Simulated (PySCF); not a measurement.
# FH2LiSe, a complex of two parts: interaction energy

Wanted: the interaction energy for `[Li][F]` with `[SeH2]`.

Programs: PySCF 2.14.0. All values are calculated, for the isolated system unless a continuum is named. Atoms count from 0, parts from 1.

## 1. The system as given

5 atoms, charge 0, multiplicity 1; geometry: GFN2-xTB. Parts: 1 = atoms 0–1, `[Li][F]`, charge 0; 2 = atoms 2–4, `[SeH2]`, charge 0.

## 2. Relaxing the molecule at PBE0-D3(BJ)/def2-SVPD

Job settings and geometry (Å):

```
{"job": {"xc": "PBE0", "basis": "def2-SVPD", "d3": "d3bj", "grid": 2, "kind": "geom"}, "charge": 0, "multiplicity": 1, "parts": [{"atoms": "0-1", "charge": 0, "multiplicity": 1}, {"atoms": "2-4", "charge": 0, "multiplicity": 1}]}
Li    -0.184063    -0.252489     0.607876
F      0.032533     0.277161    -0.813972
Se     0.659426     2.097976    -3.576949
H      0.407782     1.325650    -2.410332
H      0.170458     1.065087    -4.440887
```

Command:

```console
$ OMP_NUM_THREADS=1 python cluster_run.py task.json out
```

One launch serves the whole session: the jobs run in the order shown.

The program printed:

```text
step   0  E = -2509.41371532  max force = 0.028115
step   1  E = -2509.41666908  max force = 0.010859
step   2  E = -2509.41716098  max force = 0.001744
step   3  E = -2509.41727549  max force = 0.002023
step   4  E = -2509.41733998  max force = 0.001421
step   5  E = -2509.41738144  max force = 0.000485
step   6  E = -2509.41743722  max force = 0.001535
step   7  E = -2509.41746035  max force = 0.001803
step   8  E = -2509.41746268  max force = 0.000791
step   9  E = -2509.41746457  max force = 0.000167
optimisation converged
```

It took 48 s on 1 thread of Intel Xeon Platinum 8488C, shared host; peak memory 0.42 GiB.

Along the way:

| step | energy from step 0 (eV) | largest force component (eV/Å) |
| --- | --- | --- |
| 0 | 0.0000 | 1.4457 |
| 1 | -0.0804 | 0.5584 |
| 2 | -0.0938 | 0.0897 |
| 3 | -0.0969 | 0.1040 |
| 4 | -0.0986 | 0.0731 |
| 5 | -0.0998 | 0.0249 |
| 6 | -0.1013 | 0.0789 |
| 7 | -0.1019 | 0.0927 |
| 8 | -0.1020 | 0.0407 |
| 9 | -0.1020 | 0.0086 |

Distances of close pairs at the start and the end, largest changes first:

| bond | before (Å) | after (Å) | change (Å) |
| --- | --- | --- | --- |
| Se2–H3 | 1.422 | 1.495 | +0.073 |
| Li0–F1 | 1.533 | 1.588 | +0.055 |
| Se2–H4 | 1.433 | 1.470 | +0.037 |

The end geometry stands in the next job.

| at the end point | value |
| --- | --- |
| rotational constants (GHz, main isotopes) | 232.9, 1.786, 1.773 |
| dipole moment (D) | 8.76 |

Contacts at the end point (a selection, picked against the atoms' radii; other short pairs can be missing):

| atoms | distance (Å) | kind (by distance and angle) | angle (°) |
| --- | --- | --- | --- |
| H3···F1 | 1.78 | hydrogen bond | 177 |

Against the parts relaxed at this level the binding energy is -7.00 kcal/mol, without counterpoise.

## 3. Coupled-cluster interaction energy: CCSD(T) and MP2

Job settings and geometry (Å):

```
{"job": {"kind": "intercc", "basis": "aug-cc-pVDZ", "basis_large": "aug-cc-pVTZ"}, "charge": 0, "multiplicity": 1, "parts": [{"atoms": "0-1", "charge": 0, "multiplicity": 1}, {"atoms": "2-4", "charge": 0, "multiplicity": 1}]}
Li    -0.139536    -0.082961     0.662412
F      0.054665     0.567841    -0.773185
Se     0.645218     1.863746    -3.719085
H      0.358702     1.234825    -2.393524
H      0.132275     0.701534    -4.457777
```

With the program's defaults for keys left out, this is: CCSD(T)/aug-cc-pVDZ and MP2/aug-cc-pVTZ counterpoise interaction energy, frozen core, gas phase.

The program printed:

```text
part 1, own basis, geometry of the cluster
final grid: 22456 points
cycle   1  E = -106.9062727256  dE = -3.332e-01  |g| = 6.571e-01  |ddm| = 2.002e+00
cycle   2  E = -106.9434385919  dE = -3.717e-02  |g| = 5.521e-01  |ddm| = 1.952e+00
cycle   3  E = -106.9824904196  dE = -3.905e-02  |g| = 2.288e-02  |ddm| = 5.996e-01
cycle   4  E = -106.9825889274  dE = -9.851e-05  |g| = 2.814e-03  |ddm| = 1.003e-01
cycle   5  E = -106.9825930997  dE = -4.172e-06  |g| = 7.222e-04  |ddm| = 1.375e-02
cycle   6  E = -106.9825935070  dE = -4.073e-07  |g| = 1.806e-04  |ddm| = 4.009e-03
cycle   7  E = -106.9825935282  dE = -2.124e-08  |g| = 3.306e-05  |ddm| = 1.047e-03
cycle   8  E = -106.9825935288  dE = -5.550e-10  |g| = 5.252e-06  |ddm| = 1.800e-04
converged SCF energy = -106.9825935288

part 2, own basis, geometry of the cluster
final grid: 23824 points
cycle   1  E = -2401.0306975527  dE = -1.052e+00  |g| = 1.958e-01  |ddm| = 2.937e+00
cycle   2  E = -2401.0466970737  dE = -1.600e-02  |g| = 6.225e-02  |ddm| = 4.002e-01
cycle   3  E = -2401.0481757484  dE = -1.479e-03  |g| = 1.792e-02  |ddm| = 1.107e-01
cycle   4  E = -2401.0484218268  dE = -2.461e-04  |g| = 5.205e-03  |ddm| = 4.305e-02
cycle   5  E = -2401.0484386506  dE = -1.682e-05  |g| = 1.760e-03  |ddm| = 1.138e-02
cycle   6  E = -2401.0484404401  dE = -1.789e-06  |g| = 3.090e-04  |ddm| = 4.166e-03
cycle   7  E = -2401.0484405307  dE = -9.063e-08  |g| = 4.316e-05  |ddm| = 1.122e-03
cycle   8  E = -2401.0484405325  dE = -1.803e-09  |g| = 1.013e-05  |ddm| = 1.430e-04
cycle   9  E = -2401.0484405326  dE = -1.401e-10  |g| = 2.072e-06  |ddm| = 3.817e-05
converged SCF energy = -2401.0484405326

part 1, own basis, relaxed alone
final grid: 22456 points
cycle   1  E = -106.9063146966  dE = -3.307e-01  |g| = 6.583e-01  |ddm| = 2.040e+00
cycle   2  E = -106.9437398638  dE = -3.743e-02  |g| = 5.513e-01  |ddm| = 1.986e+00
cycle   3  E = -106.9826314071  dE = -3.889e-02  |g| = 2.276e-02  |ddm| = 6.084e-01
cycle   4  E = -106.9827303102  dE = -9.890e-05  |g| = 2.839e-03  |ddm| = 1.011e-01
cycle   5  E = -106.9827346436  dE = -4.333e-06  |g| = 7.425e-04  |ddm| = 1.401e-02
cycle   6  E = -106.9827350742  dE = -4.306e-07  |g| = 1.842e-04  |ddm| = 4.136e-03
cycle   7  E = -106.9827350957  dE = -2.149e-08  |g| = 3.209e-05  |ddm| = 1.093e-03
cycle   8  E = -106.9827350962  dE = -5.186e-10  |g| = 5.023e-06  |ddm| = 1.767e-04
converged SCF energy = -106.9827350962

part 2, own basis, relaxed alone
final grid: 23824 points
cycle   1  E = -2401.0313749359  dE = -1.036e+00  |g| = 1.954e-01  |ddm| = 2.953e+00
cycle   2  E = -2401.0472008667  dE = -1.583e-02  |g| = 6.246e-02  |ddm| = 4.033e-01
cycle   3  E = -2401.0486737192  dE = -1.473e-03  |g| = 1.785e-02  |ddm| = 1.108e-01
cycle   4  E = -2401.0489199103  dE = -2.462e-04  |g| = 5.091e-03  |ddm| = 4.346e-02
cycle   5  E = -2401.0489365559  dE = -1.665e-05  |g| = 1.743e-03  |ddm| = 1.149e-02
cycle   6  E = -2401.0489382323  dE = -1.676e-06  |g| = 3.042e-04  |ddm| = 4.082e-03
cycle   7  E = -2401.0489383192  dE = -8.697e-08  |g| = 4.188e-05  |ddm| = 1.111e-03
cycle   8  E = -2401.0489383210  dE = -1.769e-09  |g| = 9.465e-06  |ddm| = 1.422e-04
cycle   9  E = -2401.0489383211  dE = -6.912e-11  |g| = 1.765e-06  |ddm| = 3.698e-05
converged SCF energy = -2401.0489383211

cluster
final grid: 5848 points
cycle   1  E = -2508.0354731912  dE = -1.032e-02  |g| = 4.855e-02  |ddm| = 2.126e+00
cycle   2  E = -2508.0364869452  dE = -1.014e-03  |g| = 2.438e-02  |ddm| = 2.513e-01
cycle   3  E = -2508.0366529292  dE = -1.660e-04  |g| = 1.008e-02  |ddm| = 5.089e-02
cycle   4  E = -2508.0367077124  dE = -5.478e-05  |g| = 2.353e-03  |ddm| = 3.560e-02
cycle   5  E = -2508.0367110094  dE = -3.297e-06  |g| = 6.476e-04  |ddm| = 7.942e-03
cycle   6  E = -2508.0367112846  dE = -2.752e-07  |g| = 1.551e-04  |ddm| = 2.915e-03
cycle   7  E = -2508.0367112966  dE = -1.205e-08  |g| = 4.496e-05  |ddm| = 7.119e-04
cycle   8  E = -2508.0367112980  dE = -1.334e-09  |g| = 9.185e-06  |ddm| = 3.663e-04
cycle   9  E = -2508.0367112980  dE = -7.321e-11  |g| = 2.076e-06  |ddm| = 4.300e-05
converged SCF energy = -2508.0367112980

part 1 in the basis of the cluster
final grid: 5848 points
cycle   1  E = -106.9827778178  dE = -1.826e-04  |g| = 2.651e-03  |ddm| = 1.933e+00
cycle   2  E = -106.9827803578  dE = -2.540e-06  |g| = 3.646e-04  |ddm| = 2.167e-01
cycle   3  E = -106.9827804181  dE = -6.032e-08  |g| = 3.406e-05  |ddm| = 2.847e-02
cycle   4  E = -106.9827804187  dE = -6.393e-10  |g| = 7.807e-06  |ddm| = 5.067e-04
converged SCF energy = -106.9827804187

part 2 in the basis of the cluster
final grid: 5848 points
cycle   1  E = -2401.0484714156  dE = -3.059e-05  |g| = 9.275e-04  |ddm| = 4.072e-01
cycle   2  E = -2401.0484717035  dE = -2.880e-07  |g| = 1.716e-04  |ddm| = 4.442e-02
cycle   3  E = -2401.0484717099  dE = -6.396e-09  |g| = 6.300e-05  |ddm| = 5.955e-03
cycle   4  E = -2401.0484717104  dE = -4.588e-10  |g| = 4.786e-06  |ddm| = 8.422e-04
converged SCF energy = -2401.0484717104

Interaction energy (kcal/mol)
  counterpoise       -6.040
  uncorrected        -7.554
  dispersion part     0.000
  deformation         0.434
  binding            -5.605

Decomposition of the uncorrected value (kcal/mol)
  electrostatic     -12.119
  Pauli              15.810
  orbital            -7.251
  dispersion          0.000
  correlation        -3.993

Charge of each part in the cluster: 0.046 -0.046
part 1 in the basis of the cluster: E(HF) = -106.957908784  E2 = -0.237167250  E(CCSD corr) = -0.237547720  (T) = -0.005160740
part 2 in the basis of the cluster: E(HF) = -2400.974276443  E2 = -0.156702311  E(CCSD corr) = -0.177338811  (T) = -0.005071482
cluster: E(HF) = -2507.937804655  E2 = -0.396714340  E(CCSD corr) = -0.416457942  (T) = -0.010767663

Counterpoise interaction energy (kcal/mol)
  hf_small                  -3.526
  mp2_small                 -5.311
  ccsd_small                -4.512
  ccsdt_small               -4.848
  hf_large                  -3.426
  mp2_large                 -6.040
  scs_mp2_large             -5.019
  mp2_limit                 -6.389
  ccsdt_less_mp2             0.463
  ccsdt_limit_estimate      -5.926
  bsse_mp2_large             1.515
```

Wall time 2.1 min (1 thread of Intel Xeon Platinum 8488C, shared host); peak memory 0.83 GiB.

Contacts at this geometry (a selection, picked against the atoms' radii; other short pairs can be missing):

| atoms | distance (Å) | kind (by distance and angle) | angle (°) |
| --- | --- | --- | --- |
| H3···F1 | 1.78 | hydrogen bond | 177 |

Differences are taken before rounding.

| method | interaction energy (kcal/mol) | from CCSD(T), limit estimate (kcal/mol) |
| --- | --- | --- |
| HF/aug-cc-pVDZ | -3.53 | +2.40 |
| MP2/aug-cc-pVDZ | -5.31 | +0.61 |
| CCSD/aug-cc-pVDZ | -4.51 | +1.41 |
| CCSD(T)/aug-cc-pVDZ | -4.85 | +1.08 |
| HF/aug-cc-pVTZ | -3.43 | +2.50 |
| MP2/aug-cc-pVTZ | -6.04 | -0.11 |
| SCS-MP2/aug-cc-pVTZ | -5.02 | +0.91 |
| MP2, extrapolated | -6.39 | -0.46 |
| CCSD(T), limit estimate | -5.93 | 0 |

These energies keep the parts at their geometry in the cluster; deforming them to it costs 0.43 kcal/mol (MP2).

In this run the core of Li (1s) is correlated, in a basis without core functions; only the other cores are frozen.

## 4. Results

| quantity | value |
| --- | --- |
| rotational constants (main isotopes) | 232.93, 1.79, 1.77 GHz |
| interaction energy, CCSD(T) limit estimate | -5.93 kcal/mol |
| MP2/aug-cc-pVTZ | -6.04 kcal/mol |
| T1 diagnostic | 0.0116 |

In words: The optimisation took 9 steps and gained 0.102 eV; among the close pairs (by a distance rule), Se2–H3 changed most, from 1.422 to 1.495 Å. The interaction energy leaves out the deformation of the parts, 0.43 kcal/mol (MP2); added to the CCSD(T) estimate it gives a binding of about -5.49 kcal/mol. The estimate adds CCSD(T) less MP2 in the small basis (+0.46 kcal/mol) to extrapolated MP2. Hartree-Fock gives -3.43 against -5.93 kcal/mol.
